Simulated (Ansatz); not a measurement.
Consider a ranking of polymorphs by energy of 2 structures of MoPd (the Python package of Ansatz (0.2.0)).

`mopd_polymorphs.py`:
```python
"""Polymorphs of MoPd, after relaxing atoms and volume at fixed cell shape."""

import logging
import sys

import ansatz as az
import numpy as np
import pandas as pd
import spglib

logging.basicConfig(stream=sys.stdout, format="%(levelname)s:%(name)s:%(message)s")
logger = logging.getLogger("run")
logger.setLevel(logging.INFO)

PHASES = {
    "P-6m2": (
        [[2.793896, 0.0, 0.0], [-1.396948, 2.419585, 0.0], [0.0, 0.0, 4.566371]],
        [
            ("Mo", [2 / 3, 1 / 3, 0.5]),
            ("Pd", [1 / 3, 2 / 3, 0.0]),
        ],
    ),
    "R-3m": (
        [[1.387668, 0.80117, 4.644771], [-1.387668, 0.80117, 4.644771], [0.0, -1.602341, 4.644771]],
        [
            ("Mo", [0.0, 0.0, 0.0]),
            ("Pd", [0.5, 0.5, 0.5]),
        ],
    ),
}


def build(vectors, sites):
    crystal = az.Crystal(lattice=az.Lattice.of(vectors))
    for symbol, position in sites:
        crystal = crystal.atom(symbol, position)
    return crystal


def solve(name, crystal):
    calc = crystal.calculation()
    calc = calc.functional(az.Functional.R2SCAN)
    calc = calc.basis(620)
    calc = calc.kpoints(spacing=0.15).occupations("fermi_dirac", width=0.1)
    calc = calc.stress()
    calc = calc.band_table()
    calc = calc.relax(force_tolerance=0.03, fix_cell=["shape"])
    return calc.run()


def space_group(outcome):
    sites = outcome.report["lattice"]["sites"]
    kinds = sorted({site["symbol"] for site in sites})
    cell = (outcome.lattice.cell_ang, [site["position_frac"] for site in sites], [kinds.index(site["symbol"]) for site in sites])
    return spglib.get_spacegroup(cell, symprec=0.01)


def pressure_gpa(outcome):
    return float(np.trace(outcome.report["stress_gpa"]) / 3)


def main() -> None:
    phases = {name: build(*cell) for name, cell in PHASES.items()}

    done = {}
    for name, crystal in phases.items():
        try:
            done[name] = solve(name, crystal)
        except az.NonConvergedError as error:
            print(name, "did not converge:", str(error)[:120])

    energy = {name: o.report["energy_sigma0_ev"] / len(o.lattice.sites) for name, o in done.items()}
    lowest = min(energy.values())
    rows = [(name, len(o.lattice.sites), 1000 * (energy[name] - lowest), space_group(o), pressure_gpa(o)) for name, o in done.items()]
    rows.sort(key=lambda row: row[2])
    print(pd.DataFrame(rows, columns=["phase", "atoms", "dE (meV/atom)", "space group", "P (GPa)"]).round(4).to_string(index=False))
    print("lowest in energy:", rows[0][0])


if __name__ == "__main__":
    main()
```

Which of these structures comes out lowest, and how far apart are they?

By space group at the end of each run: P-6m2 (+0 meV an atom, 15.0 Å³) and R-3m (+60 meV an atom, 15.1 Å³).

The output:

`python mopd_polymorphs.py` gives:
```text
phase  atoms  dE (meV/atom) space group  P (GPa)
P-6m2      2         0.0000 P-6m2 (187)   0.0245
 R-3m      2        60.3251  R-3m (166)   0.0197
lowest in energy: P-6m2
```

Atoms and volume are relaxed with the cell's shape held, which in cells of lower than cubic symmetry can hide stresses and shift volumes. Pressure is positive in compression. The cells come from databases of deposited and of computed structures, and not all need be stable phases. The ranking holds among these structures alone, at zero temperature; the ground state may be another structure. Differences under 10 to 15 meV an atom lie within the error of mesh and functional. Run time: 8.1 min on 1 thread of Arm Neoverse V1, with other jobs on the host, peak memory 1 GiB.
